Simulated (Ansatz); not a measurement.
# MnS: the cost of one run

Method: DFT PBE+U (U_eff = 3.9 eV on Mn 3d), scalar-relativistic, plane waves, PAW, in Ansatz 0.2.0.

The COD entry's cell or inner coordinates are ideal or old and differ from later refinements, so a difference from it is no clean test against experiment.

**1. The structure to begin with**

It takes space group R-3m (No. 166, trigonal). Conventional cell: a = 3.739 Å, b = 3.739 Å, c = 9.101 Å, α = 90.00°, β = 90.00°, γ = 120.00°. Around Mn (site symmetry -3m) lie 6 S at 2.64 Å. S (site symmetry -3m) is surrounded by 6 Mn at 2.64 Å.

Coordinates:

```
CELL_PARAMETERS angstrom
-2.62184 -2.62184 5.26561
-5.26561 -2.62184 2.62184
-2.62184 -5.26561 2.62184
ATOMIC_POSITIONS crystal
Mn 0.00000 0.00000 0.00000
S 0.25000 0.25000 0.25000
Mn 0.50000 0.50000 0.50000
S 0.75000 0.75000 0.75000
```

An earlier run at PBE+U (U_eff = 3.9 eV on Mn 3d) left this cell at 18.364 Å³/atom and 0.01 GPa (8×8×8 mesh). The large moments point both ways and cancel.

Volume factors to run: 0.980, 1.020, 0.960, 1.040.

**2. At 0.980 of the relaxed volume**

The input, input.yaml:

```yaml
crystal:
  lattice:
    - [-2.604242422, -2.604242422, 5.230266294]
    - [-5.230266294, -2.604242422, 2.604242422]
    - [-2.604242422, -5.230266294, 2.604242422]
  atoms:
    - { symbol: Mn, position: [0.0, 0.0, 0.0], spin: 4.9 }
    - { symbol: S, position: [1.2499999971, -0.7500000029, -0.7500000029] }
    - { symbol: Mn, position: [0.5, 0.5, 0.5], spin: -4.9 }
    - { symbol: S, position: [1.7500000029, -0.2499999971, -0.2499999971] }
basis:
  ecutwfc: 420
  ecutrho_ratio: 4
kpoints:
  mp_grid: { grid: [8, 8, 8] }
hamiltonian:
  xc: pbe
  hubbard:
    sites:
      - { species: Mn, l: d, u_eff: 3.9, starting_ns: start.occupation_matrices }
    ns_hold: { iters: 6 }
scf:
  occupations: { method: gaussian, width: 0.05 }
  lower_state_search: "off"
output:
  forces: true
  stress: true
  eigenvalues: true
  populations: true
magnetization:
  spin_polarized: true
relax:
  f_tol: 0.01
  max_steps: 40
  cell: { stress_tol: 0.1, fix: [volume] }
```

The open shells start from the occupation matrices of the run at the neighbouring geometry (file start.occupation_matrices).

Launch:

```sh
$ ansatz run input.yaml --threads 2 --pin off --max-ram 5120MiB --backend cpu --events-out ev --progress --plain --runs-dir out
```

**Question.** How long does this run take on 2 threads of Arm Neoverse V1, shared host, and how much memory does it need?

About 23 s, with a peak of 0.58 GiB.
